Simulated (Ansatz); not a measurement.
A run of Ansatz 0.2.0:

The input input.yaml:

```yaml
crystal:
  lattice:
    - [3.12932, 0.0, 0.0]
    - [0.0, 3.12932, 0.0]
    - [0.0, 0.0, 23.8]
  atoms:
    - { symbol: Bi, position: [0.5, 0.5, 0.29412] }
  periodic: [true, true, false]
kpoints:
  mp_grid: { grid: [9, 9, 1] }
scf:
  occupations: { method: fermi_dirac, width: 0.05 }
hamiltonian:
  xc: pbe
  pseudopotentials: { kind: all_electron, lapw: { basis_error: 0.002 } }
output:
  forces: true
  stress: true
  eigenvalues: true
```

Potentials or basis: all-electron LAPW, scalar-relativistic.

Run with:

```bash
$ ansatz run input.yaml --threads 2 --pin off --max-ram 8192MiB --backend cpu --events-out ev --progress --plain --runs-dir out
```

Hardware: 2 threads of Arm Neoverse V1 (shared host).

How long does it take, and how much memory?

It took 4.8 s on 2 threads of Arm Neoverse V1, on a shared host, peak memory 0.34 GiB. Counts: scf iterations 7, plane waves 1369, k points 15, bands 23.
